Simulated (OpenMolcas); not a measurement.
**One shape, several levels: singlet CH2NSn−**

Aim: a comparison of 5 runs (HF/STO-3G, BHLYP/def2-SVPD, TPSS/def2-SVPD, r2SCAN/def2-SVPD, MP2/def2-SVPD) of singlet CH2NSn−. 

The calculation is run with OpenMolcas 26.06.

### 1 The structure to begin with

CH2NSn− has 5 atoms, charge -1, and is taken as a singlet. SMILES of the parent species: `N#[C][SnH2]`. Geometry: relaxed at PBE0-D4/def2-TZVP. That shape belongs to the parent species and isn't relaxed for this state.

Bond lengths: N1–C2 1.154 Å, C2–Sn3 2.115 Å, Sn3–H4 1.710 Å, Sn3–H5 1.710 Å. Angles: N1–C2–Sn3 175.8°, C2–Sn3–H4 105.7°, C2–Sn3–H5 105.7°, H4–Sn3–H5 113.6°.

### 2 A single-point energy at HF/STO-3G (run 1)

The input, job.input:

```
&GATEWAY
 BASLIB
 $CurrDir
 COORD
 5
 bohr
 N      1.57565364    -2.90205241     3.14752783
 C      0.95620142    -1.60910180     1.50422200
 Sn     0.01814137     0.62568832    -1.67486426
 H     -3.11521352     0.07218754    -2.23743573
 H      0.65951442     3.67438348    -0.81749552
 BASIS
 STO-3G
 GROUP
 NoSym

&SEWARD

&SCF
 CHARGE
 -1
 THRESHOLDS
 1e-10 1e-07 1e-07 1e-05
 PRORBITALS
 1 2
```

The basis set STO-3G is read from a file made from the Basis Set Exchange's data (not shown).

Launch:

```bash
$ export MOLCAS_MEM=1860
$ pymolcas job.input > job.log
```

Output:

```text
--- Start Module: gateway ---
[...]
--- Stop Module: gateway /rc=_RC_ALL_IS_WELL_ ---
--- Start Module: seward ---
[...]
      Basis functions           39
--- Stop Module: seward /rc=_RC_ALL_IS_WELL_ ---
--- Start Module: scf ---
[...]
       Convergence after  15 Iterations
[...]
::    Total SCF energy                              -6055.4468922446
[...]
      Total spin, S                                     0.0000000000
[...]
      Total electronic charge=   66.000000
      Total            charge=   -1.000000
[...]
      Dipole Moment (debye):
      Origin of the operator (angstrom)=    0.1189    0.0674   -0.5072
                   X= -1.6083E+00               Y=  2.2693E+00               Z= -1.4924E+00           Total=  3.1565E+00
      Center of Charge (angstrom)
[...]
--- Stop Module: scf /rc=_RC_ALL_IS_WELL_ ---
[...]
```

Run time: 1.6 s. Hardware: 1 thread of Intel Xeon 6975P-C (Granite Rapids), shared host; peak memory 0.37 GiB.

### 3 A single-point energy at BHLYP/def2-SVPD (core potential) (run 2)

The input, mol.input:

```
&GATEWAY
 BasLib
 $CurrDir
 BasisSet
 N.def2-SVPD....
 N1 0.833800 -1.535700 1.665600 angstrom
 End of Basis
 BasisSet
 C.def2-SVPD....
 C2 0.506000 -0.851500 0.796000 angstrom
 End of Basis
 BasisSet
 Sn.def2-SVPD....
 Sn3 0.009600 0.331100 -0.886300 angstrom
 End of Basis
 BasisSet
 H.def2-SVPD....
 H4 -1.648500 0.038200 -1.184000 angstrom
 H5 0.349000 1.944400 -0.432600 angstrom
 End of Basis

&SEWARD
 GridInput
 Grid=UltraFine
 End of Grid

&SCF
 Charge
 -1
 KSDFT
 HYB_GGA_XC_BHANDHLYP
 Thresholds
 1e-10 1e-07 1e-07 1e-05
 PrOrbitals
 0
```

The basis set def2-SVPD is read from a file made from the Basis Set Exchange's data (not shown).

Launch:

```bash
$ export MOLCAS_MEM=1860
$ pymolcas mol.input > mol.log
```

Output:

```text
--- Start Module: gateway ---
[...]
--- Stop Module: gateway /rc=_RC_ALL_IS_WELL_ ---
--- Start Module: seward ---
[...]
      Basis functions           88
--- Stop Module: seward /rc=_RC_ALL_IS_WELL_ ---
[...]
--- Start Module: scf ---
[...]
       Convergence after  19 Iterations
[...]
::    Total KS-DFT energy                            -308.1631707270
[...]
      Total spin, S                                     0.0000000000
[...]
      Total electronic charge=   38.000000
      Total            charge=   -1.000000
[...]
      Dipole Moment (debye):
      Origin of the operator (angstrom)=    0.1189    0.0674   -0.5072
                   X= -1.2616E+00               Y=  2.1406E+00               Z= -2.0868E+00           Total=  3.2448E+00
      Center of Charge (angstrom)
[...]
--- Stop Module: scf /rc=_RC_ALL_IS_WELL_ ---
[...]
```

Run time: 21 s. Hardware: 1 thread of Intel Xeon 6975P-C (Granite Rapids), shared host; peak memory 0.48 GiB.

### 4 A single-point energy at TPSS/def2-SVPD (core potential) (run 3)

The input, test.input:

```
&GATEWAY
 BASLIB=$CurrDir
 BASISSET
 N.def2-SVPD....
 N1 0.833800 -1.535700 1.665600 angstrom
 End of Basis
 BASISSET
 C.def2-SVPD....
 C2 0.506000 -0.851500 0.796000 angstrom
 End of Basis
 BASISSET
 Sn.def2-SVPD....
 Sn3 0.009600 0.331100 -0.886300 angstrom
 End of Basis
 BASISSET
 H.def2-SVPD....
 H4 -1.648500 0.038200 -1.184000 angstrom
 H5 0.349000 1.944400 -0.432600 angstrom
 End of Basis

&SEWARD
 GRIDINPUT
 Grid=UltraFine
 End of Grid

&SCF
 CHARGE=-1
 KSDFT=2
 1.0 MGGA_X_TPSS
 1.0 MGGA_C_TPSS
 THRESHOLDS=1e-10 1e-07 1e-07 1e-05
 PRORBITALS=1 2
```

The basis set def2-SVPD is read from a file made from the Basis Set Exchange's data (not shown).

Launch:

```bash
$ export MOLCAS_MEM=1860
$ pymolcas test.input > test.log
```

Output:

```text
--- Start Module: gateway ---
[...]
--- Stop Module: gateway /rc=_RC_ALL_IS_WELL_ ---
--- Start Module: seward ---
[...]
      Basis functions           88
--- Stop Module: seward /rc=_RC_ALL_IS_WELL_ ---
[...]
--- Start Module: scf ---
[...]
       Convergence after  21 Iterations
[...]
::    Total KS-DFT energy                            -308.2253558662
[...]
      Total spin, S                                     0.0000000000
[...]
      Total electronic charge=   38.000000
      Total            charge=   -1.000000
[...]
      Dipole Moment (debye):
      Origin of the operator (angstrom)=    0.1189    0.0674   -0.5072
                   X= -1.1871E+00               Y=  2.0824E+00               Z= -2.1366E+00           Total=  3.2110E+00
      Center of Charge (angstrom)
[...]
--- Stop Module: scf /rc=_RC_ALL_IS_WELL_ ---
[...]
```

Wall time 31 s (1 thread of Intel Xeon 6975P-C (Granite Rapids), shared host); peak memory 0.48 GiB.

Run 4 isn't shown in full; the table further down has it.

### 5 The energy at MP2/def2-SVPD (core potential) (run 5)

The input, coord.xyz:

```xyz
5

N      0.833800    -1.535700     1.665600
C      0.506000    -0.851500     0.796000
Sn     0.009600     0.331100    -0.886300
H     -1.648500     0.038200    -1.184000
H      0.349000     1.944400    -0.432600
```

The input, run.inp:

```
>>> EXPORT MOLCAS_PRINT=2
&GATEWAY
BASLIB=$CurrDir
COORD=coord.xyz
BASIS=def2-SVPD
GROUP=NoSym
&SEWARD
&SCF
CHARGE=-1
THRESHOLDS=1e-10 1e-07 1e-07 1e-05
PRORBITALS=1 1
&MBPT2
FROZEN=6
```

The basis set def2-SVPD is read from a file made from the Basis Set Exchange's data (not shown).

Launch:

```bash
$ export MOLCAS_MEM=1860
$ pymolcas run.inp > run.log
```

Output:

```text
--- Start Module: gateway ---
[...]
--- Stop Module: gateway /rc=_RC_ALL_IS_WELL_ ---
[...]
      Basis functions           88
[...]
--- Start Module: scf ---
[...]
       Convergence after  20 Iterations
[...]
::    Total SCF energy                               -306.7500445034
[...]
      Total spin, S                                     0.0000000000
[...]
      Total electronic charge=   38.000000
      Total            charge=   -1.000000
[...]
      Dipole Moment (debye):
      Origin of the operator (angstrom)=    0.1189    0.0674   -0.5072
                   X= -1.4866E+00               Y=  2.2142E+00               Z= -1.6756E+00           Total=  3.1497E+00
      Center of Charge (angstrom)
[...]
--- Stop Module: scf /rc=_RC_ALL_IS_WELL_ ---
[...]
--- Start Module: mbpt2 ---
[...]
WARNING!
Default frozen orbitals as non valence orbitals is overwritten by user input.
Default values:   2
[...]
       Reference weight ( Cref**2 )         =        0.84805
::    Total MBPT2 energy                             -307.1674014162
[...]
      Total MBPT2 calculations                           0.22      0.30
--- Stop Module: mbpt2 /rc=_RC_ALL_IS_WELL_ ---
[...]
```

Wall time 9 s (1 thread of Intel Xeon 6975P-C (Granite Rapids), shared host); peak memory 0.48 GiB.

### 6 Overview of the runs

```tsv
run	level	integration grid	frozen core orbitals	energy (Eh)	HOMO energy (eV)	LUMO energy (eV)	HOMO–LUMO gap (eV)	wall time
1	HF/STO-3G	–	–	-6055.446892	3.16	16.23	13.08	1.6 s
2	BHLYP/def2-SVPD (core potential)	UltraFine	–	-308.163171	-0.85	4.40	5.26	21 s
3	TPSS/def2-SVPD (core potential)	UltraFine	–	-308.225356	0.65	3.63	2.98	31 s
4	r2SCAN/def2-SVPD (core potential)	UltraFine	–	-308.315245	0.51	3.98	3.47	31 s
5	MP2/def2-SVPD (core potential)	–	6	-307.167401	-1.91	5.55	7.45	9 s
```

### 7 What came out

| quantity | value |
| --- | --- |
| run 5: total energy | -307.16740 Eh |
| run 5: HOMO energy (Hartree–Fock orbitals) | -1.91 eV |
| run 5: LUMO energy (Hartree–Fock orbitals) | 5.55 eV |
| run 5: HOMO–LUMO gap (to an unbound level, set by the basis) | 7.45 eV |
| run 5: correlation energy (6 core orbitals frozen) | -417.4 mEh |

Over runs 1, 2, 3, 4 the HOMO–LUMO gap runs from 2.98 eV (TPSS/def2-SVPD) to 13.08 eV (HF/STO-3G). The two ends differ in method and basis and core potential. The empty levels of an anion lie above zero and hang on the basis. Totals of different functionals can't be ranked against each other. Some runs of one species differ in core potentials or relativity; totals across that change don't compare. In runs 1, 3, 4 the HOMO lies above zero, so the outermost electron may be held by the basis alone. In run 1 the basis is minimal, so the values are rough. In run 1 relativity is left out where basis or elements ask for it. All runs together took 94 s, the longest 31 s.
